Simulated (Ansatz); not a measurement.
# KF (Carobbiite): how the settings move a single-point run

Aim: see which settings change the result for KF (Carobbiite), by how much, and at what cost.

Program: Ansatz 0.2.0. Level of theory: reference: DFT, HSE06, plane waves, PAW. These are calculated values, not measurements.

2 further runs of the same task are left out: 1 for a known fault of the program, 1 that didn't finish.

**1. The system as given**

It takes space group Fm-3m (No. 225, cubic). The conventional cell has a = 5.318 Å, b = 5.318 Å, c = 5.318 Å, α = 90.00°, β = 90.00°, γ = 90.00°. K (site symmetry m-3m) is surrounded by 6 F at 2.66 Å. Around F (site symmetry m-3m) lie 6 K at 2.66 Å.

Structure file:

```xyz
2
Lattice="0.0000 2.6590 2.6590 2.6590 0.0000 2.6590 2.6590 2.6590 0.0000" Properties=species:S:1:pos:R:3 pbc="T T T"
K     0.0000    0.0000    0.0000
F     2.6590    2.6590    2.6590
```

**2. Baseline**

Input file input.yaml:

```yaml
crystal:
  lattice:
    - [0.0, 2.6589566634, 2.6589566634]
    - [2.6589566634, 0.0, 2.6589566634]
    - [2.6589566634, 2.6589566634, 0.0]
  atoms:
    - { symbol: K, position: [0.0, 0.0, 0.0] }
    - { symbol: F, position: [0.5, 0.5, 0.5] }
kpoints:
  mp_grid: { grid: [4, 4, 4] }
hamiltonian:
  xc: hse06
scf:
  occupations: { method: fixed }
  n_extra_bands: 4
output:
  forces: true
  stress: true
  eigenvalues: true
```

On the command line:

```
$ ansatz run input.yaml --threads 4 --pin off --max-ram 3686MiB --backend cpu --events-out ev --progress --plain --runs-dir out
```

**3. Variant: mp_grid.grid [6, 6, 6], xc r2scan, ecutwfc 500**

Changes to input.yaml since step 2:

```diff
@@ -9,5 +9,5 @@
 kpoints:
-  mp_grid: { grid: [4, 4, 4] }
+  mp_grid: { grid: [6, 6, 6] }
 hamiltonian:
-  xc: hse06
+  xc: r2scan
 scf:
@@ -19 +19,3 @@
   eigenvalues: true
+basis:
+  ecutwfc: 500
```

**4. Changing settings: xc pbe0**

Changes to input.yaml since step 2:

```diff
@@ -11,3 +11,3 @@
 hamiltonian:
-  xc: hse06
+  xc: pbe0
 scf:
```

**5. Changed: exchange pbe, correlation pbe, coeff 1.0, omega 0.3**

Changes to input.yaml since step 2:

```diff
@@ -11,3 +11,3 @@
 hamiltonian:
-  xc: hse06
+  xc: { exchange: pbe, correlation: pbe, exx: { coeff: 1.0, omega: 0.3 } }
 scf:
```

**6. Changing settings: exchange pbe, correlation pbe, coeff 0.4, omega 0.2078**

Changes to input.yaml since step 2:

```diff
@@ -11,3 +11,6 @@
 hamiltonian:
-  xc: hse06
+  xc:
+    exchange: pbe
+    correlation: pbe
+    exx: { coeff: 0.4, omega: 0.2078 }
 scf:
```

**7. Changing settings: exchange pbe, correlation pbe, coeff 0.35, omega 0.5**

Changes to input.yaml since step 2:

```diff
@@ -11,3 +11,3 @@
 hamiltonian:
-  xc: hse06
+  xc: { exchange: pbe, correlation: pbe, exx: { coeff: 0.35, omega: 0.5 } }
 scf:
```

**8. Changed: mixing.ndim 2**

Changes to input.yaml since step 2:

```diff
@@ -15,2 +15,4 @@
   n_extra_bands: 4
+  mixing: { ndim: 2 }
+  max_iter: 54
 output:
```

**Question.** What will these runs give? Wanted: for each run, ending; energy change; pressure; gap; force.

**Answer**, as computed:

| run | ending | energy change | pressure (GPa) | gap (eV) | force (eV/Å) | cycles | time |
| --- | --- | --- | --- | --- | --- | --- | --- |
| reference | converged | 0 | 1.0 | 8.26 | 0.00 | 13 | 5.1 s |
| 1: mp_grid.grid [6, 6, 6], xc r2scan, ecutwfc 500 | converged | not comparable | 0.0 | 6.91 | 0.00 | 6 | 1.2 s |
| 2: xc pbe0 | converged | not comparable | 0.9 | 9.04 | 0.00 | 11 | 4.7 s |
| 3: exchange pbe, correlation pbe, coeff 1.0, omega 0.3 | converged | not comparable | -1.7 | 13.57 | 0.00 | 21 | 6.4 s |
| 4: exchange pbe, correlation pbe, coeff 0.4, omega 0.2078 | converged | not comparable | 0.4 | 9.51 | 0.00 | 12 | 4.3 s |
| 5: exchange pbe, correlation pbe, coeff 0.35, omega 0.5 | converged | not comparable | 0.6 | 8.04 | 0.00 | 13 | 4.7 s |
| 6: mixing.ndim 2 | converged | 0.0 meV/atom | 1.0 | 8.26 | 0.00 | 15 | 4.4 s |

Residual by cycle in the longest SCF loop of each run; runs are numbered as in the table. The quantity is the density residual dr2, in eV.

| cycle | reference | run 1 | run 2 | run 3 | run 4 | run 5 | run 6 |
| --- | --- | --- | --- | --- | --- | --- | --- |
| 1 | 0.0288 | 0.0189 | 0.0252 | 0.183 | 0.0572 | 0.0471 | 0.0288 |
| 2 | 0.00481 | 0.00362 | 0.00398 | 0.0426 | 0.00821 | 0.00773 | 0.00481 |
| 3 | 8.3e-4 | 3.1e-4 | 9.3e-4 | 0.0167 | 0.00225 | 0.0013 | 8.3e-4 |
| 4 | 2.0e-4 | 4.4e-6 | 1.8e-4 | 0.00271 | 4.4e-4 | 3.2e-4 | 2.0e-4 |
| 5 | 2.9e-5 | 1.3e-7 | 1.0e-4 | 0.00156 | 3.2e-4 | 5.0e-5 | 2.9e-5 |
| 6 | 9.2e-5 | 3.8e-9 | 1.5e-7 | 3.5e-4 | 6.4e-7 | 1.8e-4 | 1.0e-4 |
| 7 | 7.4e-7 | - | - | 3.2e-5 | - | 1.1e-6 | 3.9e-5 |
| 8 | - | - | - | - | - | - | 7.7e-6 |
| 9 | - | - | - | - | - | - | 9.2e-7 |

«mixing.ndim 2» leaves the energy as it was. Of the variants the dearest is «exchange pbe, correlation pbe, coeff 1.0, omega 0.3» (6.4 s), the cheapest «mp_grid.grid [6, 6, 6], xc r2scan, ecutwfc 500» (1.2 s), on a shared host.
